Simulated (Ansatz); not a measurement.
# GeH3 (SMILES [GeH3]) at 6 levels

Aim: a comparison of 6 runs (UHF/STO-3G, UHF/def2-TZVPP, UB3LYP/def2-TZVPP, UBLYP/def2-TZVPP, UPBE/def2-TZVPP, UCCSD/def2-TZVPP) of GeH3. 

The results are computed with Ansatz 0.2.0.

41 further runs of the same task are left out: 41 set aside as unsound or not needed.

### 1 Starting point

GeH3 has 4 atoms, charge 0, and is taken as a doublet. SMILES: `[GeH3]`. One bond was lengthened or shortened from a relaxed shape.

Bond lengths: Ge1–H2 1.539 Å, Ge1–H3 1.539 Å, Ge1–H4 1.770 Å. Angles: H2–Ge1–H3 111.1°, H2–Ge1–H4 111.1°, H3–Ge1–H4 111.1°.

### 2 A single-point energy at UHF/STO-3G (run 1)

File run.yaml:

```yaml
crystal:
  periodic: [false, false, false]
  atoms:
    - {symbol: Ge, position_ang: [0.304821, -0.323639, -0.171480]}
    - {symbol: H, position_ang: [1.145221, -0.088139, 1.096220]}
    - {symbol: H, position_ang: [-0.792579, -1.373639, 0.077820]}
    - {symbol: H, position_ang: [-0.386800, 1.192200, -0.768800]}
basis:
  gaussian: {orbitals: STO-3G}
magnetization: {spin_polarized: true, initial_magnetization: 1}
hamiltonian: {xc: hf}
accuracy: high
output: {orbitals: {seedname: orbitals}}
```

On the command line:

```bash
ansatz run run.yaml --threads 1 --pin off --max-ram 3480MiB --events-out events.jsonl --progress --plain --runs-dir runs
```

Log:

```text
Warning: RAYON_NUM_THREADS=1 ignored (pool sized by the plan → 1); use --threads N
Functional definition: HF
  name "HF"
  exchange = exact_x
  correlation = 0
259 factors; integrals over basis functions are off by at most 1.9e-8 eV
mean field evaluation 1: about -55875.7159 eV, gradient 4.6e0 eV
mean field evaluation 2: about -55875.7200 eV, gradient 4.6e0 eV
mean field evaluation 4: about -55876.0879 eV, gradient 5.4e-1 eV
mean field evaluation 8: about -55876.1001 eV, gradient 6.7e-3 eV
mean field -55876.10010470 eV, -2053.4088046667 hartree, gradient 2.4e-8 eV, S^2 0.753584; 0 other end points of the search recorded, 0 dependent functions left out
reference -55876.10010470 eV, -2053.4088046667 hartree; 18, 17 occupied and 3, 4 virtual orbitals, 259 factors
Total energy: -55876.10010470 eV, -2053.4088046667 hartree
```

Wall time 0.14 s (1 thread of Arm Neoverse V1, shared host).

### 3 A single-point energy at UHF/def2-TZVPP (run 2)

File in.yaml:

```yaml
crystal:
  periodic: [false, false, false]
  atoms:
    - symbol: Ge
      position_ang: [0.304821, -0.323639, -0.171480]
    - symbol: H
      position_ang: [1.145221, -0.088139, 1.096220]
    - symbol: H
      position_ang: [-0.792579, -1.373639, 0.077820]
    - symbol: H
      position_ang: [-0.386800, 1.192200, -0.768800]
basis:
  gaussian: {orbitals: def2-TZVPP}
magnetization: {spin_polarized: true, initial_magnetization: 1}
hamiltonian: {xc: hf}
accuracy: high
output: {orbitals: {seedname: orbitals}}
```

On the command line:

```bash
ansatz run in.yaml --threads 1 --pin off --max-ram 3480MiB --events-out events.jsonl --progress --plain --runs-dir runs
```

Log:

```text
Warning: RAYON_NUM_THREADS=1 ignored (pool sized by the plan → 1); use --threads N
Functional definition: HF
  name "HF"
  exchange = exact_x
  correlation = 0
1415 factors; integrals over basis functions are off by at most 4.4e-9 eV
mean field evaluation 1: about -56518.9396 eV, gradient 7.1e0 eV
mean field evaluation 2: about -56518.9415 eV, gradient 7.1e0 eV
mean field evaluation 4: about -56519.5478 eV, gradient 1.8e0 eV
mean field evaluation 8: about -56519.5657 eV, gradient 1.0e-3 eV
mean field -56519.56572557 eV, -2077.0557300771 hartree, gradient 7.4e-8 eV, S^2 0.754506; 0 other end points of the search recorded, 0 dependent functions left out
reference -56519.56572557 eV, -2077.0557300771 hartree; 18, 17 occupied and 72, 73 virtual orbitals, 1415 factors
Total energy: -56519.56572557 eV, -2077.0557300771 hartree
```

Wall time 2.3 s (1 thread of Arm Neoverse V1, shared host); peak memory 0.22 GiB.

Run 3 isn't shown in full; the table further down has it.

### 4 The energy at UBLYP/def2-TZVPP (run 4)

File in.yaml:

```yaml
crystal:
  periodic: [false, false, false]
  atoms:
    - {symbol: Ge, position_ang: [0.304821, -0.323639, -0.171480]}
    - {symbol: H, position_ang: [1.145221, -0.088139, 1.096220]}
    - {symbol: H, position_ang: [-0.792579, -1.373639, 0.077820]}
    - {symbol: H, position_ang: [-0.386800, 1.192200, -0.768800]}
basis:
  gaussian: {orbitals: def2-TZVPP}
magnetization: {spin_polarized: true, initial_magnetization: 1}
hamiltonian: {xc: {name: BLYP}}
accuracy: high
output: {orbitals: {seedname: orbitals}}
```

On the command line:

```bash
ansatz run in.yaml --threads 1 --pin off --max-ram 3480MiB --events-out events.jsonl --progress --plain --runs-dir runs
```

Log:

```text
Warning: RAYON_NUM_THREADS=1 ignored (pool sized by the plan → 1); use --threads N
Functional definition: BLYP
  name "BLYP"
  parameter beta = 0.0042
  parameter a = 0.04918
  parameter b = 0.132
  parameter c = 0.2533
  parameter d = 0.349
  exchange = b88_x(beta = beta)
  correlation = lyp_c(a = a, b = b, c = c, d = d)
1415 factors; integrals over basis functions are off by at most 4.4e-9 eV
mean field evaluation 1: about -56565.7257 eV, gradient 1.8e1 eV
mean field evaluation 2: about -56565.8998 eV, gradient 2.2e1 eV
mean field evaluation 4: about -56566.6671 eV, gradient 3.3e-1 eV
mean field evaluation 8: about -56566.6608 eV, gradient 3.8e-2 eV
mean field evaluation 16: about -56566.6608 eV, gradient 1.1e-5 eV
mean field -56566.66080907 eV, -2078.7864424734 hartree, gradient 9.4e-8 eV, S^2 0.750979; 0 other end points of the search recorded, 0 dependent functions left out
reference -56566.66085364 eV, -2078.7864441116 hartree; 18, 17 occupied and 72, 73 virtual orbitals, 1415 factors
Total energy: -56566.66085364 eV, -2078.7864441116 hartree
```

It took 4.8 s on 1 thread of Arm Neoverse V1, shared host; peak memory 0.19 GiB.

Run 5 isn't shown in full; the table further down has it.

### 5 A single-point energy at UCCSD/def2-TZVPP (run 6)

File input.yaml:

```yaml
crystal:
  periodic: [false, false, false]
  atoms:
    - {symbol: Ge, position_ang: [0.304821, -0.323639, -0.171480]}
    - {symbol: H, position_ang: [1.145221, -0.088139, 1.096220]}
    - {symbol: H, position_ang: [-0.792579, -1.373639, 0.077820]}
    - {symbol: H, position_ang: [-0.386800, 1.192200, -0.768800]}
basis:
  gaussian: {orbitals: def2-TZVPP}
magnetization: {spin_polarized: true, initial_magnetization: 1}
correlation: {method: ccsd, frozen_orbitals: {Ge: 9, H: 0}}
accuracy: high
scf: {omitted_lower_state_checks: [cluster_reference, increment]}
```

On the command line:

```bash
ansatz run input.yaml --threads 1 --pin off --max-ram 3480MiB --events-out events.jsonl --progress --plain --runs-dir runs
```

Log:

```text
Warning: RAYON_NUM_THREADS=1 ignored (pool sized by the plan → 1); use --threads N
[... 11 lines left out ...]
9 core orbitals not correlated: weight in the atoms' cores, before any rotation towards them, 1.000 or more for the frozen orbitals, at most 0.000 for the correlated occupied ones
[... 24 lines left out ...]
Total energy: -56526.83680533 eV, -2077.3229373298 hartree
Checks for a lower state left out: cluster_reference, increment
```

It took 23 s on 1 thread of Arm Neoverse V1, shared host; peak memory 0.85 GiB.

### 6 Overview of the runs

```
run              level  frozen core orbitals   energy (Eh)  HOMO energy (eV)  LUMO energy (eV)   ⟨S²⟩  wall time
  1         UHF/STO-3G                     –  -2053.408805             -6.53              5.44  0.754     0.14 s
  2     UHF/def2-TZVPP                     –  -2077.055730             -9.07              0.93  0.755      2.3 s
  3  UB3LYP/def2-TZVPP                     –  -2078.788125             -6.09             -3.31  0.751      7.8 s
  4   UBLYP/def2-TZVPP                     –  -2078.786444             -5.08             -3.91  0.751      4.8 s
  5    UPBE/def2-TZVPP                     –  -2078.411715             -5.28             -3.84  0.752      4.8 s
  6   UCCSD/def2-TZVPP                     9  -2077.322937                 –                 –  0.755       23 s
```

### 7 What came out

```
                                          quantity           value
                               run 6: total energy  -2077.32294 Eh
run 6: correlation energy (9 core orbitals frozen)      -267.2 mEh
          run 6: ⟨S²⟩ of the reference determinant           0.755
                              run 6: T1 diagnostic           0.013
```

Totals of different functionals can't be ranked against each other. In run 1 the basis is minimal, so the values are rough. All runs together took 43 s, the longest 23 s.
